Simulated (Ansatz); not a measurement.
# SnGe5: a trial structure relaxed

The task: take a trial cell of SnGe5 to zero force and stress.

Computed with Ansatz 0.2.0 (DFT PBE, scalar-relativistic, plane waves, PAW, unless a step's input says otherwise).

## Step 1: The system as given

It takes space group P4/mmm (No. 123, tetragonal). The conventional cell has a = 6.291 Å, b = 6.291 Å, c = 3.398 Å, α = 90.00°, β = 90.00°, γ = 90.00°. Sn (site symmetry 4/mmm) is surrounded by 4 Ge at 2.55 Å. Ge (site symmetry m2m) is surrounded by 1 Ge at 1.90 Å. Ge (site symmetry 4/mmm) is surrounded by 4 Ge at 1.90 Å.

Structure file:

```
CELL_PARAMETERS angstrom
6.29062 0.00000 0.00000
0.00000 6.29062 0.00000
0.00000 0.00000 3.39826
ATOMIC_POSITIONS crystal
Sn 0.00000 0.00000 0.50000
Ge 0.28688 0.28688 0.50000
Ge 0.71312 0.71312 0.50000
Ge 0.71312 0.28688 0.50000
Ge 0.28688 0.71312 0.50000
Ge 0.50000 0.50000 0.50000
```

Recipe of the guess: random cell by space group and Wyckoff sites (P4/mmm, No. 123). Its size is a rough estimate.

## Step 2: A first look at the guess

File input.yaml:

```yaml
crystal:
  lattice:
    - [6.29062111, 0.0, 0.0]
    - [0.0, 6.29062111, 0.0]
    - [0.0, 0.0, 3.3982647]
  atoms:
    - { symbol: Sn, position: [0.0, 0.0, 0.5] }
    - { symbol: Ge, position: [0.28687833, 0.28687833, 0.5] }
    - { symbol: Ge, position: [0.71312167, 0.71312167, 0.5] }
    - { symbol: Ge, position: [0.71312167, 0.28687833, 0.5] }
    - { symbol: Ge, position: [0.28687833, 0.71312167, 0.5] }
    - { symbol: Ge, position: [0.5, 0.5, 0.5] }
basis:
  ecutwfc: 420
kpoints:
  mp_grid: { grid: [4, 4, 6] }
hamiltonian:
  xc: pbe
scf:
  occupations: { method: gaussian, width: 0.1 }
  lower_state_search: "off"
output:
  forces: true
  stress: true
  eigenvalues: true
```

Started as:

```bash
ansatz run input.yaml --threads 1 --pin off --max-ram 2560MiB --backend cpu --events-out ev --progress --plain --runs-dir out
```

Further runs follow: rough relaxation on the coarse mesh; full relaxation.

Q: Predict the outcome of this session. Wanted: conventional cell; volume; energy over the elements, grey Sn; gap on the mesh.

**Answer**, as computed:

```
                              quantity                                                                      value
symmetry at the end (tolerance 0.05 Å)                                               space group P4/mmm (No. 123)
                     conventional cell  a = 7.727 Å, b = 7.727 Å, c = 2.738 Å, α = 90.00°, β = 90.00°, γ = 90.00°
                                volume                                                              27.24 Å³/atom
     energy over the elements, grey Sn                                                              +0.57 eV/atom
                       gap on the mesh                                                               none (metal)
```

In words: The space group P4/mmm (No. 123) is kept, and the volume per atom grows by 21.5 % from the first guess. The formation energy is positive, so the separate elements lie lower. No finished test with a distortion of lower symmetry is shown, so the end may be a saddle point.
